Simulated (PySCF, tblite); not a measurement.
# C8H9O2P: geometry, infrared bands and NMR shifts

Aim: predict the infrared bands and NMR shifts of C8H9O2P (`COC(=O)c1cccc(C)p1`).

Computed with tblite 0.8.0 and PySCF 2.14.0, with density-fitted response routines of our own, on a single molecule in the gas phase. Atoms count from 0, in the outputs and in this text.

## Step 1: The molecule as given

20 atoms, charge 0, multiplicity 1; geometry from: force field or distance geometry start.

Bonds of the start (Å): C0–O1 1.44, O1–C2 1.36, C2–O3 1.21, C2–C4 1.50, C4–C5 1.41, C5–C6 1.40, C6–C7 1.40, C7–C8 1.39, C8–C9 1.51, C8–P10 1.84, P10–C4 1.85, C0–H11 1.09, C0–H12 1.10, C0–H13 1.09, C5–H14 1.09, C6–H15 1.10, C7–H16 1.10, C9–H17 1.09, C9–H18 1.09, C9–H19 1.09.

## Step 2: Geometry optimisation with GFN2-xTB

The job: settings as JSON, then the geometry in Å.

```
{"job": {"kind": "relax", "xc": "GFN2-xTB", "basis": "xTB"}, "charge": 0, "multiplicity": 1}
C      3.992100     0.971400    -0.255000
O      2.553600     0.890400    -0.270300
C      2.083500    -0.355200     0.014600
O      2.756100    -1.330700     0.239400
C      0.580800    -0.376100    -0.004000
C     -0.042800    -1.610000     0.254700
C     -1.421500    -1.848300     0.282800
C     -2.386000    -0.862700     0.049300
C     -2.127600     0.473100    -0.254000
C     -3.285300     1.414600    -0.485400
P     -0.415900     1.139800    -0.375700
H      4.407700     0.319200    -1.020300
H      4.373600     0.722500     0.744700
H      4.264200     2.006300    -0.486000
H      0.603500    -2.460000     0.466500
H     -1.763500    -2.863400     0.522400
H     -3.436000    -1.180800     0.100700
H     -2.947700     2.428000    -0.714500
H     -3.916200     1.464100     0.407600
H     -3.878000     1.068400    -1.329100
```

Run with:

```console
> OMP_NUM_THREADS=1 python probes_run.py task.json out
```

One launch serves the whole session: the jobs run in the order shown.

**Question.** This job is followed by: GFN2-xTB harmonic vibrations, gas phase; GIAO PBE0/pcSseg-1 NMR shielding, non-relativistic, gas phase. What will the session give for the following? strongest single infrared mode (GFN2-xTB); zero-point energy (GFN2-xTB); 13C shifts against TMS (PBE0/pcSseg-1); 1H shifts against TMS (PBE0/pcSseg-1, means over atoms taken as alike); 17O shifts against H2O (PBE0/pcSseg-1); 31P shifts against H3PO4 (PBE0/pcSseg-1).

**Answer**, as computed:

```
                                                              quantity                                                     value
                             strongest single infrared mode (GFN2-xTB)                                     1755 cm⁻¹, 489 km/mol
                                          zero-point energy (GFN2-xTB)                                             93.9 kcal/mol
                                13C shifts against TMS (PBE0/pcSseg-1)  182.8, 173.4, 166.4, 142.3, 139.7, 134.8, 53.3, 27.8 ppm
1H shifts against TMS (PBE0/pcSseg-1, means over atoms taken as alike)                          8.83, 8.12, 7.90, 4.11, 2.93 ppm
                                17O shifts against H2O (PBE0/pcSseg-1)                                          407.6, 183.0 ppm
                              31P shifts against H3PO4 (PBE0/pcSseg-1)                                                 256.7 ppm
```

Relaxing lowered the energy by 0.442 eV in 47 steps; the close pair that moved most is C4–P10, from 1.852 to 1.745 Å. All 54 modes are real, so the xTB geometry is a minimum. The strongest single mode, at 1755 cm⁻¹, moves mainly C2 and O3. GFN2-xTB is a fitted tight-binding method: band positions and strengths are rough. Its intensities can rank the bands wrongly. At PBE0/pcSseg-1: The largest span, 727 ppm, is at P10, where the paramagnetic term is -909 ppm. NICS(1)zz of -25 ppm above the planar ring from C4 marks a diatropic (aromatic) ring current.
